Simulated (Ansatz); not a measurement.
# ZnMo3 in Ansatz: the effect of functional

ZnMo3:

```
Mo Zn
1.0
     3.94315    0.00000    0.00000
     0.00000    3.94315    0.00000
     0.00000    0.00000    3.94315
Mo Zn
3 1
Direct
  0.50000 0.50000 0.00000
  0.50000 0.00000 0.50000
  0.00000 0.50000 0.50000
  0.00000 0.00000 0.00000
```

The cell comes from a database or a generator and needn't be the stable form of this composition.

Alike in all runs:

| Item | Value |
| --- | --- |
| Program | Ansatz 0.2.0 |
| Task | projected density of states |
| Potentials or basis | Ansatz PAW |
| k mesh | 4 × 4 × 4 |
| Occupations | fermi-dirac, width 0.05 eV |
| Spin | no spin polarisation |

```csv
functional,cutoff,pressure (GPa)
LDA,420 eV (not typed: the program's choice for these potentials),-13.5
PBEsol,420 eV (not typed: the program's choice for these potentials),-8.8
RPBE,420 eV (not typed: the program's choice for these potentials),?
revPBE,420 eV (not typed: the program's choice for these potentials),1.2
BLYP,420 eV (not typed: the program's choice for these potentials),7.4
r2SCAN,500 eV (not typed: the program's choice for these potentials),-4.6
HSE06,420 eV (not typed: the program's choice for these potentials),-6.6
PBE0,420 eV (not typed: the program's choice for these potentials),-6.6
r2SCAN0,500 eV (not typed: the program's choice for these potentials),-7.8
```

Problem. What does the run with functional RPBE give?

Solution. Pressure 2.2 GPa.

Caveats: all runs use coarse meshes; the PAW data sets come from PBE, with cores solved anew for the run's functional, which leaves a small shift of forces and pressure; the density of states is complete only up to the lowest level of the last band computed; the thresholds are loose for stress (some runs).

Runs at the PBE level aren't shown here.
